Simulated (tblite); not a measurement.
# C5H12AlAsO: the cost of one run

Computed with tblite 0.8.0 and PySCF 2.14.0, with density-fitted response routines of our own, on a single molecule in the gas phase. Atoms count from 0, in the outputs and in this text.

## 1. The molecule as given

20 atoms, charge 0, multiplicity 1; geometry from: force field or distance geometry start.

Bonds of the start (Å): C0–C1 1.35, C1–C2 1.44, C2–O3 1.25, C1–Al4 1.96, Al4–As5 2.46, As5–C6 1.96, C6–C7 1.51, C0–H8 1.07, C0–H9 1.11, C2–H10 1.10, Al4–H11 1.59, Al4–H12 1.61, As5–H13 1.57, As5–H14 1.55, C6–H15 1.07, C6–H16 1.13, C7–H17 1.12, C7–H18 1.11, C7–H19 1.10.

## 2. Relaxing the molecule with GFN2-xTB

The job: settings as JSON, then the geometry in Å.

```
{"job": {"kind": "relax", "xc": "GFN2-xTB", "basis": "xTB"}, "charge": 0, "multiplicity": 1}
C     -2.332100    -0.982200     0.617600
C     -2.440100    -0.203400    -0.483000
C     -3.690100    -0.118200    -1.192200
O     -3.783600     0.605400    -2.210700
Al    -0.814400     0.758200    -1.015700
As     0.812300     0.708600     0.824400
C      2.663800     0.592500     0.176600
C      3.137100    -0.824600    -0.045100
H     -1.386300    -1.025000     1.124500
H     -3.210100    -1.548400     0.986300
H     -4.589800    -0.661000    -0.875800
H     -0.209700     0.150400    -2.352400
H     -1.280900     2.280100    -1.281800
H      0.640700     2.091800     1.547000
H      0.424600    -0.407600     1.825300
H      2.868200     1.152100    -0.718100
H      3.317100     1.003600     1.003900
H      2.648700    -1.574100     0.634400
H      4.231600    -0.859600     0.118800
H      2.987700    -1.127900    -1.096800
```

On the command line:

```
$ OMP_NUM_THREADS=1 python probes_run.py task.json out
```

This one command runs all jobs of the session in turn.

**Question.** How long does this first job take on 1 thread of Arm Neoverse N1, shared host, and how much memory does it need?

About 4.1 s, with a peak of 0.18 GiB.
